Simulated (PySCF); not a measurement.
**C₆H₁₁B: electronic excitations**

What electronic excitations should C₆H₁₁B (`BCCCCC#C`) show?

Computed with PySCF 2.14.0, with density-fitted response routines of our own, on a single molecule in the gas phase. Atoms count from 0, in the outputs and in this text.

### 1 The starting structure

18 atoms, charge 0, multiplicity 1; geometry from: GFN2-xTB.

Bonds of the start (Å): B0–C1 1.57, C1–C2 1.53, C2–C3 1.53, C3–C4 1.53, C4–C5 1.45, C5–C6 1.20, B0–H7 1.17, B0–H8 1.17, C1–H9 1.10, C1–H10 1.10, C2–H11 1.09, C2–H12 1.09, C3–H13 1.09, C3–H14 1.09, C4–H15 1.09, C4–H16 1.09, C6–H17 1.05.

### 2 Ultraviolet spectrum: CAM-B3LYP/def2-SVPD

The job: settings as JSON, then the geometry in Å.

```
{"job": {"kind": "uv", "xc": "CAM-B3LYP", "basis": "def2-SVPD", "nstates": 8, "ntriplets": 3}, "charge": 0, "multiplicity": 1}
B      3.344952     0.283779     0.320222
C      1.885349     0.655107    -0.112899
C      0.774303    -0.325407     0.269359
C     -0.601408     0.172156    -0.167958
C     -1.709348    -0.817730     0.207635
C     -3.012424    -0.313088    -0.172822
C     -4.072757     0.137400    -0.495989
H      4.223467     0.992155     0.012636
H      3.569703    -0.676617     0.947990
H      1.857385     0.814219    -1.196675
H      1.644006     1.638555     0.307827
H      0.973579    -1.294009    -0.195317
H      0.778162    -0.471432     1.352080
H     -0.610641     0.323863    -1.250319
H     -0.808997     1.137222     0.301895
H     -1.535933    -1.775570    -0.292697
H     -1.698558    -0.992141     1.287925
H     -5.009600     0.517853    -0.774540
```

With the program's defaults for keys left out, this is: TDDFT CAM-B3LYP/def2-SVPD, vertical, gas phase, core orbitals frozen in the response.

Started as:

```bash
> OMP_NUM_THREADS=1 python probes_run.py task.json out
```

This one command runs all jobs of the session in turn.

What it wrote:

```text
coarse grid: 14424 points
cycle   1  E = -259.5754783436  dE =  7.445e-01  |g| = 3.584e-01  |ddm| = 1.082e+01
cycle   2  E = -259.5976565790  dE = -2.218e-02  |g| = 2.478e-01  |ddm| = 2.041e+00
cycle   3  E = -259.6130178169  dE = -1.536e-02  |g| = 5.369e-02  |ddm| = 5.976e-01
cycle   4  E = -259.6134314927  dE = -4.137e-04  |g| = 3.792e-02  |ddm| = 1.875e-01
cycle   5  E = -259.6137792545  dE = -3.478e-04  |g| = 6.992e-03  |ddm| = 1.003e-01
cycle   6  E = -259.6137910942  dE = -1.184e-05  |g| = 1.444e-03  |ddm| = 1.687e-02
cycle   7  E = -259.6137916858  dE = -5.916e-07  |g| = 1.980e-04  |ddm| = 5.229e-03
final grid: 137552 points
cycle   8  E = -259.6714272478  dE = -4.398e-05  |g| = 3.594e-03  |ddm| = 1.175e-01
cycle   9  E = -259.6714283816  dE = -1.134e-06  |g| = 3.045e-03  |ddm| = 1.366e-02
cycle  10  E = -259.6714307698  dE = -2.388e-06  |g| = 3.533e-04  |ddm| = 4.813e-03
cycle  11  E = -259.6714307858  dE = -1.590e-08  |g| = 2.690e-04  |ddm| = 1.260e-03
cycle  12  E = -259.6714308026  dE = -1.681e-08  |g| = 6.378e-05  |ddm| = 4.691e-04
cycle  13  E = -259.6714308036  dE = -1.066e-09  |g| = 7.329e-06  |ddm| = 1.440e-04
cycle  14  E = -259.6714308036  dE = -1.933e-11  |g| = 2.640e-06  |ddm| = 2.381e-05
converged SCF energy = -259.6714308036

Static polarisability (au): isotropic 84.324, principal 65.144 74.849 112.977

Singlet excitations
state   eV       nm        f      main configurations
  1   5.7337    216.2   0.00097   H-2->L 0.70, H->L 0.18
  2   5.9310    209.0   0.00004   H-3->L 0.83, H-5->L 0.10
  3   6.7055    184.9   0.00000   H-1->L+6 0.36, H->L+5 0.31, H->L+8 0.09
  4   6.9588    178.2   0.00391   H-1->L+5 0.34, H->L+6 0.31, H-1->L+8 0.10
  5   6.9622    178.1   0.00048   H->L+5 0.38, H-1->L+6 0.28, H->L+8 0.11
  6   7.3899    167.8   0.00032   H->L 0.72, H-2->L 0.15
  7   7.3941    167.7   0.00218   H-1->L 0.91
  8   7.4966    165.4   0.03853   H->L+2 0.57, H->L+1 0.25

Triplet excitations (Tamm-Dancoff, eV): 5.2042 5.2578 5.5476
```

Wall time 92 s (1 thread of Arm Neoverse N1, shared host); peak memory 1.1 GiB.

The orbitals next to the gap, with their largest atomic shares:

| orbital | eV | atoms |
| --- | --- | --- |
| HOMO−3 | -10.57 | B0 26 %, C1 19 %, H8 15 % |
| HOMO−2 | -10.41 | C1 24 %, B0 23 %, C2 13 % |
| HOMO−1 | -9.09 | C6 41 %, C5 39 %, C4 9 % |
| HOMO | -9.02 | C6 38 %, C5 36 %, C4 7 % |
| LUMO | -0.28 | B0 55 %, C1 14 %, H8 12 % |
| LUMO+1 | 1.15 | B0 47 %, C2 6 %, C1 6 % |
| LUMO+2 | 1.57 | B0 18 %, C6 17 %, C4 13 % |

With each of the 8 states as a Gaussian band of 0.4 eV half-width at 1/e, the curve within the window shown has maxima at 216 nm (ε 41), 166 nm (ε 1,700) L/(mol cm). Beyond the last state computed it falls off for lack of states. The curve at chosen wavelengths:

| nm | ε (L/mol/cm) |
| --- | --- |
| 159 | 928 |
| 162 | 1416 |
| 166 | 1685 |
| 169 | 1499 |
| 172 | 1127 |
| 175 | 755 |
| 179 | 406 |
| 182 | 250 |
| 185 | 152 |
| 189 | 74 |
| 192 | 41 |
| 195 | 23 |
| 198 | 16 |
| 202 | 18 |
| 205 | 24 |
| 208 | 30 |
| 211 | 36 |
| 215 | 40 |
| 218 | 40 |
| 221 | 37 |
| 225 | 29 |
| 228 | 23 |
| 231 | 17 |
| 234 | 12 |
| 238 | 7 |
| 241 | 5 |

Ground-state properties from the same run:

| property | computed |
| --- | --- |
| dipole moment (D) | 0.42 |
| polarisability (Å³) | 12.50 |
| HOMO–LUMO gap (eV) | 8.74 |
| −ε(HOMO) (eV) | 9.02 |

### 3 Summary of results

| quantity | value |
| --- | --- |
| lowest singlet (CAM-B3LYP/def2-SVPD) | 5.73 eV (216 nm), f = 0.001 |
| brightest single state of those computed | state 8, 7.50 eV, f = 0.039 |
| lowest triplet | 5.20 eV |

What this shows: The first singlet state (HOMO−2→LUMO 0.70, HOMO→LUMO 0.18) lies at 5.73 eV and is dark; of the 8 states computed, the strongest absorption comes from state 8 at 7.50 eV (the last computed, so partners may be missing). The lowest triplet lies 0.53 eV below the lowest singlet (triplets in Tamm-Dancoff, singlets in full TDDFT).
